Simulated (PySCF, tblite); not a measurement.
# C₄H₁₄BGeN: geometry, infrared bands and NMR shifts

Wanted: the infrared bands and NMR shifts of C₄H₁₄BGeN (`[CH3][GeH2][N](C)B(C)C`), by calculation.

The runs use tblite 0.8.0 and PySCF 2.14.0, with density-fitted response routines of our own; the level of theory stands in each step. All values are computed, except where a source is named. Atoms are numbered from 0 throughout.

**1. The molecule as given**

21 atoms, charge 0, multiplicity 1; geometry from: force field or distance geometry start.

Bonds of the start (Å): C0–Ge1 1.96, Ge1–N2 1.86, N2–C3 1.48, N2–B4 1.54, B4–C5 1.59, B4–C6 1.59, C0–H7 1.11, C0–H8 1.11, C0–H9 1.10, Ge1–H10 1.54, Ge1–H11 1.56, C3–H12 1.10, C3–H13 1.11, C3–H14 1.11, C5–H15 1.12, C5–H16 1.10, C5–H17 1.12, C6–H18 1.10, C6–H19 1.10, C6–H20 1.11.

**2. Geometry optimisation with GFN2-xTB**

What the job is given:

```
{"job": {"kind": "relax", "xc": "GFN2-xTB", "basis": "xTB"}, "charge": 0, "multiplicity": 1}
C      2.399700    -1.013400     0.566000
Ge     1.575500     0.753900     0.382100
N      0.128900     0.660600    -0.777600
C     -0.477800     2.002300    -0.932800
B     -0.903200    -0.356100    -0.245600
C     -1.644200    -0.174700     1.150600
C     -1.227300    -1.636600    -1.130900
H      3.290600    -0.937300     1.225000
H      1.663200    -1.716100     1.015700
H      2.687600    -1.380200    -0.430800
H      2.630500     1.731600    -0.179500
H      1.124200     1.250300     1.787400
H      0.254900     2.686000    -1.377800
H     -0.783600     2.416300     0.054000
H     -1.361900     1.961400    -1.599100
H     -1.315500     0.755800     1.674100
H     -2.734400    -0.125700     0.992900
H     -1.403500    -1.046300     1.804000
H     -0.636200    -1.616100    -2.059300
H     -2.303700    -1.652300    -1.371000
H     -0.972700    -2.546500    -0.548200
```

Launch:

```console
$ OMP_NUM_THREADS=1 python probes_run.py task.json out
```

One launch serves the whole session: the jobs run in the order shown.

Log:

```text
step      E/eV     max force
  0    -592.20395    1.562
  1    -592.32204    0.907
  2    -592.40042    0.568
  3    -592.41923    0.426
  4    -592.44380    0.289
  5    -592.45325    0.303
  6    -592.47290    0.315
  7    -592.48253    0.285
  8    -592.49145    0.202
  9    -592.49673    0.177
 10    -592.50229    0.172
 11    -592.50699    0.196
 12    -592.51144    0.149
 13    -592.51561    0.149
 14    -592.52022    0.144
 15    -592.52544    0.206
 16    -592.53080    0.187
 17    -592.53579    0.171
 18    -592.54092    0.199
 19    -592.54667    0.237
 20    -592.55266    0.219
 21    -592.55822    0.143
 22    -592.56342    0.157
 23    -592.56907    0.237
 24    -592.57542    0.264
 25    -592.58089    0.177
 26    -592.58468    0.143
 27    -592.58830    0.147
 28    -592.59357    0.255
 29    -592.60105    0.291
 30    -592.60948    0.325
 31    -592.61654    0.274
 32    -592.62226    0.168
 33    -592.62883    0.259
 34    -592.63733    0.259
 35    -592.64739    0.388
 36    -592.65895    0.439
 37    -592.66804    0.528
 38    -592.68595    0.645
 39    -592.70296    0.413
 40    -592.72061    0.251
 41    -592.73132    0.283
 42    -592.74659    0.372
 43    -592.76959    0.587
 44    -592.79555    0.529
 45    -592.82978    0.594
 46    -592.85522    0.468
 47    -592.88235    0.350
 48    -592.89411    0.299
 49    -592.91441    0.303
 50    -592.92687    0.280
 51    -592.94126    0.285
 52    -592.95339    0.295
 53    -592.97004    0.338
 54    -592.98745    0.278
 55    -593.00276    0.257
 56    -593.01372    0.250
 57    -593.02412    0.258
 58    -593.03281    0.197
 59    -593.04035    0.176
 60    -593.04834    0.197
 61    -593.05656    0.215
 62    -593.06465    0.213
 63    -593.07173    0.151
 64    -593.07704    0.147
 65    -593.08117    0.150
 66    -593.08507    0.164
 67    -593.08973    0.182
 68    -593.09517    0.167
 69    -593.10141    0.183
 70    -593.10793    0.175
 71    -593.11465    0.196
 72    -593.12109    0.161
 73    -593.12729    0.160
 74    -593.13359    0.185
 75    -593.14160    0.283
 76    -593.14980    0.357
 77    -593.15758    0.300
 78    -593.16252    0.169
 79    -593.16635    0.126
 80    -593.16833    0.127
 81    -593.17071    0.113
 82    -593.17212    0.069
 83    -593.17302    0.055
 84    -593.17377    0.064
 85    -593.17454    0.067
 86    -593.17564    0.064
 87    -593.17647    0.054
 88    -593.17738    0.059
 89    -593.17801    0.047
 90    -593.17859    0.049
 91    -593.17935    0.058
 92    -593.18046    0.090
 93    -593.18178    0.080
 94    -593.18296    0.070
 95    -593.18413    0.070
 96    -593.18519    0.066
 97    -593.18632    0.082
 98    -593.18708    0.057
 99    -593.18772    0.054
100    -593.18825    0.052
101    -593.18891    0.059
102    -593.18978    0.088
103    -593.19100    0.095
104    -593.19268    0.090
105    -593.19491    0.138
106    -593.19642    0.206
107    -593.20065    0.162
108    -593.20546    0.151
109    -593.21177    0.150
110    -593.21575    0.143
111    -593.21961    0.184
112    -593.22322    0.190
113    -593.22640    0.153
114    -593.23111    0.157
115    -593.23364    0.143
116    -593.23650    0.135
117    -593.23860    0.095
118    -593.24070    0.090
119    -593.24253    0.087
120    -593.24353    0.067
121    -593.24392    0.114
122    -593.24467    0.070
123    -593.24526    0.053
124    -593.24629    0.075
125    -593.24753    0.065
126    -593.24904    0.099
127    -593.25029    0.072
128    -593.25185    0.062
129    -593.25271    0.065
130    -593.25371    0.070
131    -593.25448    0.088
132    -593.25503    0.069
133    -593.25563    0.052
134    -593.25621    0.048
135    -593.25686    0.058
136    -593.25754    0.065
137    -593.25863    0.073
138    -593.25990    0.081
139    -593.26152    0.097
140    -593.26332    0.084
141    -593.26457    0.125
142    -593.26402    0.152
143    -593.26687    0.084
144    -593.26748    0.049
145    -593.26817    0.050
146    -593.26879    0.052
147    -593.26942    0.045
148    -593.27013    0.048
149    -593.27064    0.037
150    -593.27108    0.047
151    -593.27153    0.056
152    -593.27213    0.060
153    -593.27275    0.056
154    -593.27336    0.054
155    -593.27393    0.073
156    -593.27499    0.098
157    -593.27614    0.089
158    -593.27750    0.089
159    -593.27821    0.106
160    -593.27915    0.056
161    -593.27993    0.054
162    -593.28090    0.073
163    -593.28164    0.070
164    -593.28236    0.066
165    -593.28290    0.077
166    -593.28362    0.047
167    -593.28440    0.062
168    -593.28522    0.054
169    -593.28589    0.043
170    -593.28622    0.103
171    -593.28695    0.052
172    -593.28737    0.041
173    -593.28798    0.064
174    -593.28829    0.046
175    -593.28889    0.043
176    -593.28929    0.037
177    -593.28960    0.032
178    -593.28984    0.042
179    -593.28999    0.023
180    -593.29009    0.019
181    -593.29016    0.019
182    -593.29026    0.021
183    -593.29044    0.030
184    -593.29064    0.033
185    -593.29090    0.031
186    -593.29115    0.034
187    -593.29136    0.044
188    -593.29153    0.043
189    -593.29170    0.029
190    -593.29184    0.023
191    -593.29197    0.024
192    -593.29210    0.028
193    -593.29224    0.030
194    -593.29242    0.026
195    -593.29260    0.033
196    -593.29278    0.029
197    -593.29296    0.036
198    -593.29313    0.028
199    -593.29330    0.031
200    -593.29345    0.028
201    -593.29359    0.025
202    -593.29374    0.026
203    -593.29386    0.023
204    -593.29396    0.020
205    -593.29405    0.023
206    -593.29417    0.025
207    -593.29435    0.031
208    -593.29458    0.037
209    -593.29479    0.038
210    -593.29498    0.032
211    -593.29515    0.026
212    -593.29534    0.020
213    -593.29547    0.026
214    -593.29558    0.026
215    -593.29566    0.025
216    -593.29577    0.029
217    -593.29585    0.029
218    -593.29594    0.024
219    -593.29600    0.016
220    -593.29606    0.016
221    -593.29612    0.013
222    -593.29617    0.013
223    -593.29622    0.012
224    -593.29626    0.014
225    -593.29631    0.014
226    -593.29635    0.019
227    -593.29640    0.020
228    -593.29645    0.016
229    -593.29648    0.014
230    -593.29652    0.012
231    -593.29655    0.013
232    -593.29658    0.012
233    -593.29660    0.009
```

Wall time 2.4 s (1 thread of Intel Xeon at 2.70GHz, shared host).

Along the way: (not every step is listed)

| step | energy from step 0 (eV) | largest force (eV/Å) |
| --- | --- | --- |
| 0 | 0.0000 | 1.5615 |
| 1 | -0.1181 | 0.9065 |
| 2 | -0.1965 | 0.5680 |
| 3 | -0.2153 | 0.4263 |
| 4 | -0.2399 | 0.2888 |
| 5 | -0.2493 | 0.3034 |
| 6 | -0.2690 | 0.3152 |
| 7 | -0.2786 | 0.2850 |
| 8 | -0.2875 | 0.2020 |
| 30 | -0.4055 | 0.3250 |
| 52 | -0.7494 | 0.2947 |
| 74 | -0.9296 | 0.1854 |
| 96 | -0.9812 | 0.0664 |
| 118 | -1.0367 | 0.0896 |
| 140 | -1.0594 | 0.0843 |
| 162 | -1.0770 | 0.0726 |
| 184 | -1.0867 | 0.0330 |
| 206 | -1.0902 | 0.0247 |
| 228 | -1.0925 | 0.0160 |
| 229 | -1.0925 | 0.0139 |
| 230 | -1.0926 | 0.0124 |
| 231 | -1.0926 | 0.0132 |
| 232 | -1.0926 | 0.0121 |
| 233 | -1.0927 | 0.0094 |

Close pairs (by a distance rule), those that changed most:

| bond | before (Å) | after (Å) | change (Å) |
| --- | --- | --- | --- |
| N2–B4 | 1.543 | 1.401 | -0.142 |
| Ge1–H11 | 1.557 | 1.513 | -0.044 |
| Ge1–H10 | 1.544 | 1.510 | -0.034 |
| C5–H17 | 1.116 | 1.087 | -0.028 |
| C5–H15 | 1.117 | 1.090 | -0.028 |
| C0–H8 | 1.113 | 1.087 | -0.026 |
| C0–H7 | 1.111 | 1.086 | -0.025 |
| N2–C3 | 1.481 | 1.458 | -0.022 |

The next job starts from the end point, and lists it.

**3. Vibrational analysis with GFN2-xTB**

What the job is given:

```
{"job": {"kind": "ir", "xc": "GFN2-xTB", "basis": "xTB"}, "charge": 0, "multiplicity": 1}
C      2.677197    -0.729075     0.594200
Ge     1.691236     0.386461    -0.700394
N     -0.062091     0.671950    -0.141150
C     -0.357786     1.992943     0.401470
B     -1.067791    -0.303472    -0.160522
C     -2.528610     0.032182     0.375484
C     -0.775276    -1.766015    -0.702650
H      3.703667    -0.884030     0.275152
H      2.690114    -0.244456     1.567404
H      2.198702    -1.698050     0.703839
H      1.702139    -0.199675    -2.091589
H      2.282463     1.776541    -0.790824
H      0.517607     2.641242     0.331711
H     -0.650862     1.926611     1.451342
H     -1.175529     2.462107    -0.148997
H     -2.510760     0.372071     1.410537
H     -2.989143     0.834455    -0.200497
H     -3.197499    -0.823724     0.326319
H      0.225401    -1.889409    -1.118715
H     -1.488898    -2.042751    -1.477533
H     -0.893201    -2.498966     0.094942
```

Log:

```text
mode    cm-1     km/mol
  1      36.3      0.42
  2      71.0      0.05
  3      91.5      0.24
  4     106.9      0.21
  5     114.9      0.86
  6     144.9      0.98
  7     158.7      1.89
  8     191.4      4.58
  9     254.3      4.07
 10     279.7      5.58
 11     319.1     10.11
 12     341.4      0.24
 13     408.3     10.39
 14     441.0     39.64
 15     518.4     21.60
 16     577.2     40.30
 17     614.6     50.67
 18     679.6    155.75
 19     744.4      9.18
 20     767.1      0.59
 21     795.2    232.21
 22     809.5     88.57
 23     832.7    111.07
 24     854.0     35.32
 25     901.1     11.40
 26     908.1    131.47
 27    1067.8     41.35
 28    1101.8      0.30
 29    1114.1     67.90
 30    1172.7     96.73
 31    1317.3      7.24
 32    1362.4    359.32
 33    1385.0     20.14
 34    1395.9     16.69
 35    1427.6     19.27
 36    1451.7      0.39
 37    1453.0      0.17
 38    1480.1      2.13
 39    1485.9      0.24
 40    1496.5      4.37
 41    1501.9      3.66
 42    1511.0      1.00
 43    1513.1      1.16
 44    1886.9    295.21
 45    1953.5    529.71
 46    2950.7     41.57
 47    2961.6     28.70
 48    2974.4     39.54
 49    2983.9     94.74
 50    2997.0     24.59
 51    3003.0     64.68
 52    3010.2     34.00
 53    3012.4     18.77
 54    3018.4     27.07
 55    3024.6     12.46
 56    3027.5     24.43
 57    3037.1     54.85
```

Wall time 1.1 s (1 thread of Intel Xeon at 2.70GHz, shared host).

The strongest bands and the atoms that carry them (share of the mass-weighted mode):

| cm⁻¹ | km/mol | atoms |
| --- | --- | --- |
| 680 | 155.8 | H11 56 %, H10 14 %, H7 11 % |
| 795 | 232.2 | H7 34 %, H8 15 %, H11 15 %, C0 14 % |
| 833 | 111.1 | H10 37 %, H11 36 % |
| 908 | 131.5 | B4 26 %, H20 15 %, H16 14 %, H19 11 % |
| 1173 | 96.7 | B4 30 %, N2 17 %, H12 14 %, C3 12 % |
| 1362 | 359.3 | B4 50 %, N2 33 % |
| 1887 | 295.2 | H11 61 %, H10 38 % |
| 1954 | 529.7 | H10 60 %, H11 38 % |

**4. Nuclear shieldings: PBE0/pcSseg-1**

Settings changed since step 3:

```diff
@@ -1,2 +1,2 @@
-{"job": {"kind": "ir", "xc": "GFN2-xTB", "basis": "xTB"}, "charge": 0, "multiplicity": 1}
+{"job": {"kind": "nmr", "xc": "PBE0", "basis": "pcSseg-1"}, "charge": 0, "multiplicity": 1}
 C      2.677197    -0.729075     0.594200
```

Level: GIAO PBE0/pcSseg-1 NMR shielding, non-relativistic, gas phase.

Log:

```text
coarse grid: 73048 points
cycle   1  E = -2316.5815786017  dE = -2.732e-01  |g| = 1.017e+00  |ddm| = 3.943e+00
cycle   2  E = -2316.5248749151  dE =  5.670e-02  |g| = 1.105e+00  |ddm| = 1.336e+00
cycle   3  E = -2316.7035056707  dE = -1.786e-01  |g| = 1.223e-01  |ddm| = 8.379e-01
cycle   4  E = -2316.7054797847  dE = -1.974e-03  |g| = 7.279e-02  |ddm| = 1.291e-01
cycle   5  E = -2316.7065833423  dE = -1.104e-03  |g| = 8.147e-03  |ddm| = 5.549e-02
cycle   6  E = -2316.7065999251  dE = -1.658e-05  |g| = 2.157e-03  |ddm| = 9.774e-03
cycle   7  E = -2316.7066010254  dE = -1.100e-06  |g| = 5.177e-04  |ddm| = 1.938e-03
final grid: 155280 points
cycle   8  E = -2316.7066740364  dE = -7.729e-08  |g| = 5.621e-04  |ddm| = 2.351e-03
cycle   9  E = -2316.7066740088  dE =  2.764e-08  |g| = 6.542e-04  |ddm| = 9.846e-04
cycle  10  E = -2316.7066741156  dE = -1.068e-07  |g| = 7.650e-05  |ddm| = 5.438e-04
cycle  11  E = -2316.7066741168  dE = -1.211e-09  |g| = 1.671e-05  |ddm| = 6.868e-05
cycle  12  E = -2316.7066741168  dE = -5.048e-11  |g| = 3.506e-06  |ddm| = 1.321e-05
converged SCF energy = -2316.7066741168

GIAO shielding tensors (ppm)
atom      isotropic    diamagn.    paramagn.     s11        s22        s33       span
  0 C      187.627     252.169     -64.542    174.409    189.726    198.745     24.336
  1 Ge    1368.538    2756.790   -1388.253   1236.800   1340.243   1528.569    291.769
  2 N      154.198     330.612    -176.414     52.270    190.121    220.203    167.934
  3 C      144.940     244.875     -99.934    120.655    132.174    181.992     61.337
  4 B       51.285     192.394    -141.109     20.807     25.697    107.352     86.545
  5 C      181.562     254.134     -72.573    172.731    183.662    188.291     15.560
  6 C      175.694     256.023     -80.328    166.986    169.764    190.333     23.347
  7 H       31.586      28.296       3.291     26.444     27.565     40.750     14.306
  8 H       31.124      31.283      -0.159     26.371     28.759     38.243     11.872
  9 H       31.049      32.493      -1.445     25.359     30.123     37.664     12.306
 10 H       26.368      30.613      -4.244     19.750     22.376     36.979     17.229
 11 H       27.139      30.381      -3.242     20.539     23.174     37.703     17.164
 12 H       28.871      30.709      -1.838     23.176     29.091     34.348     11.172
 13 H       28.599      31.278      -2.680     24.589     26.405     34.802     10.214
 14 H       28.569      30.486      -1.917     24.115     26.651     34.942     10.827
 15 H       31.404      32.293      -0.889     27.024     30.271     36.919      9.895
 16 H       31.368      31.422      -0.055     26.911     29.971     37.221     10.310
 17 H       31.225      31.265      -0.040     26.658     30.192     36.826     10.168
 18 H       31.399      35.064      -3.665     25.740     32.439     36.017     10.277
 19 H       31.055      31.712      -0.656     27.069     29.064     37.033      9.964
 20 H       31.122      32.737      -1.615     27.530     29.315     36.520      8.990
```

Run time: 68 s. Hardware: 1 thread of Intel Xeon at 2.70GHz, shared host; peak memory 0.9 GiB.

The references, computed at this level on geometries of the same kind, shield at (ppm): 1H TMS 31.72, 13C TMS 186.9, 15N NH3 267.7, 11B BF3·OEt2 100.1, 73Ge GeMe4 1331. Their shielding less the atom's gives the shift. The references are single molecules in the gas phase, so shifts against H2O, NH3, PH3, H3PO4 or CFCl3 are not on the usual liquid scales and can be off by tens of ppm. Atoms listed in one row are averaged.

| atoms | environment | σ (ppm) | δ (ppm) |
| --- | --- | --- | --- |
| C3 | methyl carbon bonded to N | 144.9 | 42.0 |
| C5, C6 | methyl carbon bonded to B | 178.6 | 8.3 |
| C0 | methyl carbon bonded to Ge | 187.6 | -0.7 |
| H10, H11 | hydrogen on a germanium bonded to C, N | 26.75 | 4.96 |
| H12, H13, H14 | hydrogen on a methyl carbon bonded to N | 28.68 | 3.04 |
| H7, H8, H9 | hydrogen on a methyl carbon bonded to Ge | 31.25 | 0.46 |
| H15, H16, H17, H18, H19, H20 | hydrogen on a methyl carbon bonded to B | 31.26 | 0.45 |
| Ge1 | germanium bonded to C, N, 2 H | 1369 | -38 |
| N2 | nitrogen bonded to C, B, Ge | 154.2 | 113.5 |
| B4 | boron bonded to 2 C, N | 51.3 | 48.8 |

The run also stored atomic charges by several schemes (e):

| atoms | Mulliken | IAO | Hirshfeld | ESP fit |
| --- | --- | --- | --- | --- |
| C0 | -0.55 | -0.68 | -0.20 | -0.62 |
| Ge1 | 0.55 | 0.76 | 0.40 | 0.64 |
| N2 | -0.86 | -0.45 | -0.20 | -0.43 |
| C3 | -0.06 | -0.29 | -0.07 | -0.37 |
| B4 | 0.53 | 0.27 | 0.17 | 0.76 |
| C5, C6 | -0.54 | -0.57 | -0.20 | -0.83 |

Mayer bond orders: C0–Ge1 1.00, Ge1–N2 0.75, N2–C3 0.95, N2–B4 1.24, B4–C5 1.00, B4–C6 1.01.

**5. Summary of results**

| quantity | value |
| --- | --- |
| strongest single infrared mode (GFN2-xTB) | 1954 cm⁻¹, 530 km/mol |
| zero-point energy (GFN2-xTB) | 107.3 kcal/mol |
| 13C shifts against TMS (PBE0/pcSseg-1, means over atoms taken as alike) | 42.0, 8.3, -0.7 ppm |
| 1H shifts against TMS (PBE0/pcSseg-1, means over atoms taken as alike) | 4.96, 3.04, 0.46, 0.45 ppm |
| 73Ge shifts against GeMe4 (PBE0/pcSseg-1) | -38 ppm |
| 15N shifts against NH3 (PBE0/pcSseg-1) | 113.5 ppm |
| 11B shifts against BF3·OEt2 (PBE0/pcSseg-1) | 48.8 ppm |

In words: Over 233 steps the energy fell by 1.093 eV; of the close pairs, N2–B4 changed most, 1.543 to 1.401 Å. No mode is imaginary among the 57: a minimum at this level. The strongest single mode, at 1954 cm⁻¹, moves mainly H10 and H11. GFN2-xTB is a fitted tight-binding method: band positions and strengths are rough. Its intensities can rank the bands wrongly. C3 (methyl carbon bonded to N) lies farthest downfield among carbon, at 42.0 ppm; pulled downfield by the heteroatom. At PBE0/pcSseg-1: The widest tensor belongs to Ge1: span 292 ppm, with a paramagnetic part of -1388 ppm. Spin-orbit coupling is left out, which matters for shieldings and couplings at and beside the heavy atoms.
